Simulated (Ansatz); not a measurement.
# Si3N2H8: small, medium and large basis sets

How large a basis does Si3N2H8 need? Two functionals are run in growing sets.

Computed with Ansatz 0.2.0, Gaussian basis. Level: one geometry, several basis sets.

Plan: PBE0-D4/def2-SVP; ωB97M-V/def2-SVP; PBE0-D4/def2-QZVPP; ωB97M-V/def2-QZVPP; the functionals' def2-TZVPP values are taken from earlier runs.

## (1) The geometry

The geometry comes from an earlier relaxation with PBE0-D4 in a triple-zeta def2 set; it is a stationary point, not always the lowest conformer.

13 atoms, charge 0, spin multiplicity 1.

Atoms are counted from 1 here; the program's logs count them from 0.

Bond lengths: N1–Si2 1.713 Å, N1–H6 1.008 Å, N1–H7 1.010 Å, Si2–N3 1.755 Å, N3–Si4 1.744 Å, N3–Si5 1.740 Å, Si4–H8 1.488 Å, Si4–H9 1.485 Å, Si4–H10 1.487 Å, Si5–H11 1.489 Å, Si5–H12 1.486 Å, Si5–H13 1.487 Å. Angles: Si2–N1–H6 118.5°, Si2–N1–H7 130.0°, H6–N1–H7 111.4°, N1–Si2–N3 102.0°, Si2–N3–Si4 117.3°, Si2–N3–Si5 125.7°, Si4–N3–Si5 117.0°, N3–Si4–H8 110.6°, N3–Si4–H9 108.1°, N3–Si4–H10 110.9°, H8–Si4–H9 109.7°, H8–Si4–H10 107.9°, H9–Si4–H10 109.6°, N3–Si5–H11 111.1°, N3–Si5–H12 111.5°, N3–Si5–H13 108.8°, H11–Si5–H12 107.8°, H11–Si5–H13 108.6° and more.

## (2) PBE0-D4 in def2-SVP

The input, in.yaml:

```yaml
crystal:
  periodic: [false, false, false]
  atoms:
    - {symbol: N, position_ang: [-1.322586, 1.647059, -1.303816]}
    - {symbol: Si, position_ang: [-0.748149, 1.644910, 0.310217]}
    - {symbol: N, position_ang: [0.100347, 0.111391, 0.392409]}
    - {symbol: Si, position_ang: [0.952175, -0.252608, 1.870336]}
    - {symbol: Si, position_ang: [0.108899, -1.111780, -0.845473]}
    - {symbol: H, position_ang: [-1.881737, 2.426367, -1.614209]}
    - {symbol: H, position_ang: [-1.141856, 0.999818, -2.057516]}
    - {symbol: H, position_ang: [0.466691, -1.532789, 2.452017]}
    - {symbol: H, position_ang: [0.710285, 0.856194, 2.827410]}
    - {symbol: H, position_ang: [2.412127, -0.387792, 1.622589]}
    - {symbol: H, position_ang: [0.510145, -0.539521, -2.159941]}
    - {symbol: H, position_ang: [-1.232904, -1.729626, -1.009338]}
    - {symbol: H, position_ang: [1.087064, -2.166424, -0.469984]}
basis:
  gaussian: {orbitals: def2-SVP}
hamiltonian: {xc: pbe0, dispersion: d4}
output: {orbitals: {seedname: orbitals}}
```

The runs that follow: ωB97M-V in def2-SVP; PBE0-D4 in def2-QZVPP; ωB97M-V in def2-QZVPP.

**Question.** What will the summary of the whole plan be? Wanted: PBE0-D4: double and triple zeta above quadruple; ωB97M-V: double and triple zeta above quadruple.

The runs gave:

```
                                       quantity           value
PBE0-D4: double and triple zeta above quadruple  13.15, 1.01 eV
ωB97M-V: double and triple zeta above quadruple  13.27, 0.94 eV
```

**Reading.** PBE0-D4 gains 12.14 eV from double to triple zeta, then 1.01 eV more. These are total energies; as a rule much of such shifts cancels in differences, which this series doesn't test. The LUMO of ωB97M-V is positive and keeps falling with the basis (1.33 to 0.77 eV): an unbound level that the basis holds in place.
